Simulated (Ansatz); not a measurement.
# C2H6O3Si: up Jacob's ladder to CCSD(T)

Aim: compute C2H6O3Si with functionals from several rungs and with coupled cluster. The yardstick is the atomisation energy at the CCSD(T) limit.

Method: functionals in def2-TZVPP, the program's frozen cores in correlated methods; program: Ansatz 0.2.0, Gaussian basis.

Plan: PBE-D4, r2SCAN-D4, PBE0-D4, B3LYP-D4, ωB97X-V, ωB97M-V, B2PLYP; CCSD(T)/def2-TZVPP; MP2/def2-QZVPP; extrapolation to the limit.

## (1) The relaxed structure

An earlier PBE0-D4/def2-TZVP relaxation fixed the geometry.

SMILES `O=CC(O)[SiH2]O`, 12 atoms, charge 0, spin multiplicity 1.

Atoms are counted from 1 here; the program's logs count them from 0.

Bond lengths: O1–C2 1.208 Å, C2–C3 1.478 Å, C2–H7 1.107 Å, C3–O4 1.409 Å, C3–Si5 1.915 Å, C3–H8 1.100 Å, O4–H9 0.972 Å, Si5–O6 1.638 Å, Si5–H10 1.486 Å, Si5–H11 1.482 Å, O6–H12 0.961 Å. Angles: O1–C2–C3 121.5°, O1–C2–H7 121.6°, C3–C2–H7 116.8°, C2–C3–O4 111.5°, C2–C3–Si5 112.7°, C2–C3–H8 108.8°, O4–C3–Si5 104.3°, O4–C3–H8 111.2°, Si5–C3–H8 108.3°, C3–O4–H9 105.0°, C3–Si5–O6 106.6°, C3–Si5–H10 106.6°, C3–Si5–H11 112.4°, O6–Si5–H10 112.9°, O6–Si5–H11 107.3°, H10–Si5–H11 111.0°, Si5–O6–H12 114.6°.

## (2) PBE-D4 (GGA)

The input, in.yaml:

```yaml
crystal:
  periodic: [false, false, false]
  atoms:
    - {symbol: O, position_ang: [1.215540, -1.512867, 1.628537]}
    - {symbol: C, position_ang: [0.735902, -1.477280, 0.520490]}
    - {symbol: C, position_ang: [-0.359143, -0.544659, 0.182119]}
    - {symbol: O, position_ang: [-0.833670, 0.131474, 1.323330]}
    - {symbol: Si, position_ang: [0.201191, 0.856283, -0.997594]}
    - {symbol: O, position_ang: [-1.030547, 1.934723, -1.062486]}
    - {symbol: H, position_ang: [1.108293, -2.127402, -0.294085]}
    - {symbol: H, position_ang: [-1.166245, -1.108056, -0.309882]}
    - {symbol: H, position_ang: [-0.256000, -0.161958, 2.047923]}
    - {symbol: H, position_ang: [1.442188, 1.430137, -0.415659]}
    - {symbol: H, position_ang: [0.436210, 0.371855, -2.378701]}
    - {symbol: H, position_ang: [-1.416819, 2.152748, -0.209793]}
basis:
  gaussian: {orbitals: def2-TZVPP}
hamiltonian: {xc: pbe, dispersion: d4}
output: {forces: true, orbitals: {seedname: orbitals}}
```

Launch:

```
$ ansatz run in.yaml --threads 4 --pin off --events-out ev --progress --plain --max-ram 10444MiB
```

Further steps of the session: r2SCAN-D4 (meta-GGA); PBE0-D4 (hybrid); B3LYP-D4 (hybrid); ωB97X-V (range-separated); ωB97M-V (range-separated); B2PLYP (double hybrid); CCSD(T) in def2-TZVPP; MP2 in def2-QZVPP.

Q: Predict the results of all the runs planned. Wanted: atomisation energy, CCSD(T)/CBS; farthest; mean size of error, hybrid; mean size of error, range-separated; gap, smallest and largest; T1 diagnostic; triples share of the correlation energy.

As calculated:

```
                               quantity                                           value
        atomisation energy, CCSD(T)/CBS                                 1125.5 kcal/mol
functionals within 5.6 kcal/mol (0.5 %)  r2SCAN-D4, PBE0-D4, B3LYP-D4, ωB97X-V, ωB97M-V
                               farthest                         PBE-D4 (+26.9 kcal/mol)
             mean size of error, hybrid                                    5.0 kcal/mol
    mean size of error, range-separated                                    1.2 kcal/mol
              gap, smallest and largest            4.05 eV (PBE-D4), 11.26 eV (ωB97X-V)
                          T1 diagnostic                                          0.0143
triples share of the correlation energy                                           3.9 %
```

PBE-D4 is off by +26.9 kcal/mol, about 2.4 kcal/mol a bond. Double hybrids carry the basis error of their MP2 part in triple zeta, and no dispersion term here, so their miss is partly the set-up's. The reference freezes the cores and leaves out relativity and excitations past (T), so misses under about 5.6 kcal/mol can't be ranked. Hartree-Fock recovers 69 % of the binding; the rest is correlation. Orbital gaps span 4.0 to 11.3 eV; exact exchange widens them.
